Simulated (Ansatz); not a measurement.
# C3H9GeN: the cost of one run

The runs use Ansatz 0.2.0, Gaussian basis; the settings change from run to run.

## Step 1: The geometry

The geometry comes from an earlier relaxation with PBE0-D4 in a triple-zeta def2 set; it is a stationary point, not always the lowest conformer.

SMILES `C=CC[NH][GeH3]`, 14 atoms, charge 0, spin multiplicity 1.

Atoms are counted from 1 here; the program's logs count them from 0.

Bond lengths: C1–C2 1.325 Å, C1–H6 1.084 Å, C1–H7 1.086 Å, C2–C3 1.493 Å, C2–H8 1.088 Å, C3–N4 1.453 Å, C3–H9 1.098 Å, C3–H10 1.101 Å, N4–Ge5 1.839 Å, N4–H11 1.011 Å, Ge5–H12 1.549 Å, Ge5–H13 1.535 Å, Ge5–H14 1.537 Å. Angles: C2–C1–H6 121.8°, C2–C1–H7 121.2°, H6–C1–H7 117.0°, C1–C2–C3 124.3°, C1–C2–H8 120.3°, C3–C2–H8 115.4°, C2–C3–N4 110.6°, C2–C3–H9 108.9°, C2–C3–H10 109.1°, N4–C3–H9 107.7°, N4–C3–H10 113.9°, H9–C3–H10 106.5°, C3–N4–Ge5 118.6°, C3–N4–H11 111.0°, Ge5–N4–H11 113.6°, N4–Ge5–H12 113.3°, N4–Ge5–H13 107.1°, N4–Ge5–H14 106.8° and more.

## Step 2: BLYP/aug-cc-pVDZ

Options: charge +1, multiplicity 2, D4 dispersion, the search for lower states set to full.

File in.yaml:

```yaml
crystal:
  periodic: [false, false, false]
  atoms:
    - {symbol: C, position_ang: [0.020435, 0.596802, -2.628725]}
    - {symbol: C, position_ang: [-0.577022, 0.093204, -1.558366]}
    - {symbol: C, position_ang: [-0.226440, 0.452671, -0.151863]}
    - {symbol: N, position_ang: [0.130431, -0.734844, 0.606383]}
    - {symbol: Ge, position_ang: [0.258855, -0.604474, 2.436538]}
    - {symbol: H, position_ang: [-0.265001, 0.303828, -3.632372]}
    - {symbol: H, position_ang: [0.817052, 1.329376, -2.536687]}
    - {symbol: H, position_ang: [-1.362749, -0.650849, -1.667889]}
    - {symbol: H, position_ang: [-1.104398, 0.903670, 0.328957]}
    - {symbol: H, position_ang: [0.556638, 1.227124, -0.161657]}
    - {symbol: H, position_ang: [0.910762, -1.215768, 0.179251]}
    - {symbol: H, position_ang: [1.274550, 0.467140, 2.903317]}
    - {symbol: H, position_ang: [0.689027, -1.982937, 2.957856]}
    - {symbol: H, position_ang: [-1.134940, -0.214043, 2.954154]}
basis:
  gaussian: {orbitals: aug-cc-pVDZ}
total_charge: 1
magnetization: {spin_polarized: true, initial_magnetization: 1}
hamiltonian: {xc: {name: BLYP}, dispersion: d4}
scf: {lower_state_search: full}
```

The run is started by

```sh
ansatz run in.yaml --threads 4 --pin off --events-out ev --progress --plain --max-ram 11315MiB
```

What time and memory should one allow on 4 threads of Intel Xeon Platinum 8259CL at 2.50GHz, shared host?

About 27 s, with a peak of 0.92 GiB.
